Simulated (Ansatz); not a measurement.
**AlH₃Se₃: up Jacob's ladder to CCSD(T)**

An exercise on one series of results from a longer session: the logs are not shown, and one member is left open.

Method: functionals in def2-TZVPP, the program's frozen cores in correlated methods; program: Ansatz 0.2.0, Gaussian basis.

Levels to be run: LDA (SPW92), PBE-D4, revPBE-D4, BLYP-D4, r2SCAN-D4, B97M-V, PBE0-D4, B3LYP-D4, r2SCANh-D4, r2SCAN0-D4, HSE06-D4, BHLYP-D4, CAM-B3LYP-D4, LC-ωPBE, ωB97X-V, ωB97M-V, B2PLYP, PBE-QIDH; CCSD(T)/def2-SVP; CCSD(T)/def2-TZVPP; MP2/def2-QZVPP; extrapolation to the limit; RPA on PBE.

## The geometry

An earlier PBE0-D4 in a triple-zeta def2 set relaxation fixed the geometry.

SMILES `[SeH][Al]([SeH])[SeH]`, 7 atoms, charge 0, spin multiplicity 1.

Atoms are counted from 1 here; the program's logs count them from 0.

Bond lengths: Se1–Al2 2.314 Å, Se1–H5 1.469 Å, Al2–Se3 2.312 Å, Al2–Se4 2.315 Å, Se3–H6 1.470 Å, Se4–H7 1.469 Å. Angles: Al2–Se1–H5 91.7°, Se1–Al2–Se3 116.8°, Se1–Al2–Se4 124.0°, Se3–Al2–Se4 119.2°, Al2–Se3–H6 91.1°, Al2–Se4–H7 92.0°.

As a file:

```xyz
7
AlH3Se3
Se   -2.2674    0.5219    0.3497
Al   -0.0147   -0.0053    0.3758
Se    0.9779   -0.2285    2.4519
Se    1.2649   -0.3149   -1.5284
H    -2.3021    0.4936   -1.1185
H     2.2796   -0.5098    1.8300
H     0.1231   -0.0251   -2.4062
```

Set-up of the first run:

The input, in.yaml:

```yaml
crystal:
  periodic: [false, false, false]
  atoms:
    - {symbol: Se, position_ang: [-2.267352, 0.521933, 0.349700]}
    - {symbol: Al, position_ang: [-0.014713, -0.005286, 0.375756]}
    - {symbol: Se, position_ang: [0.977941, -0.228467, 2.451933]}
    - {symbol: Se, position_ang: [1.264886, -0.314918, -1.528358]}
    - {symbol: H, position_ang: [-2.302116, 0.493622, -1.118537]}
    - {symbol: H, position_ang: [2.279589, -0.509764, 1.829993]}
    - {symbol: H, position_ang: [0.123064, -0.025120, -2.406188]}
basis:
  gaussian: {orbitals: def2-TZVPP}
hamiltonian: {xc: lda}
output: {orbitals: {seedname: orbitals}}
```

Steps of the session up to this table: LDA; PBE-D4 (GGA); revPBE-D4 (GGA); BLYP-D4 (GGA); r2SCAN-D4 (meta-GGA); B97M-V (meta-GGA); PBE0-D4 (hybrid); B3LYP-D4 (hybrid); r2SCANh-D4 (hybrid); r2SCAN0-D4 (hybrid); HSE06-D4 (hybrid); BHLYP-D4 (hybrid); CAM-B3LYP-D4 (range-separated); LC-ωPBE-D4 (range-separated; the results give it without D4); ωB97X-V (range-separated); ωB97M-V (range-separated); B2PLYP (double hybrid); PBE-QIDH (double hybrid).

One table of the session follows, with a row left open; its other results are not shown here.

It belongs to the step «Frontier levels by functional». 

| functional | HOMO (eV) | gap (eV) |
| --- | --- | --- |
| LDA (SPW92) | -6.34 | 4.29 |
| PBE-D4 | -6.18 | 4.35 |
| revPBE-D4 | ? | ? |
| BLYP-D4 | -5.99 | 4.28 |
| r2SCAN-D4 | -6.48 | 4.89 |
| B97M-V | -6.48 | 4.90 |
| PBE0-D4 | -7.31 | 6.27 |
| B3LYP-D4 | -7.05 | 5.80 |
| r2SCANh-D4 | -6.89 | 5.58 |
| r2SCAN0-D4 | -7.50 | 6.60 |
| HSE06-D4 | -6.92 | 5.50 |
| BHLYP-D4 | -8.25 | 8.08 |
| CAM-B3LYP-D4 | -8.55 | 8.50 |
| LC-ωPBE | -9.93 | 10.96 |
| ωB97X-V | -9.57 | 10.51 |
| ωB97M-V | -9.43 | 10.12 |

Q: Estimate the row for revPBE-D4 from the others.

**Answer.** HOMO (eV): -6.13; gap (eV): 4.40. In the column «HOMO (eV)» it lies between PBE-D4 (-6.18) and BLYP-D4 (-5.99).
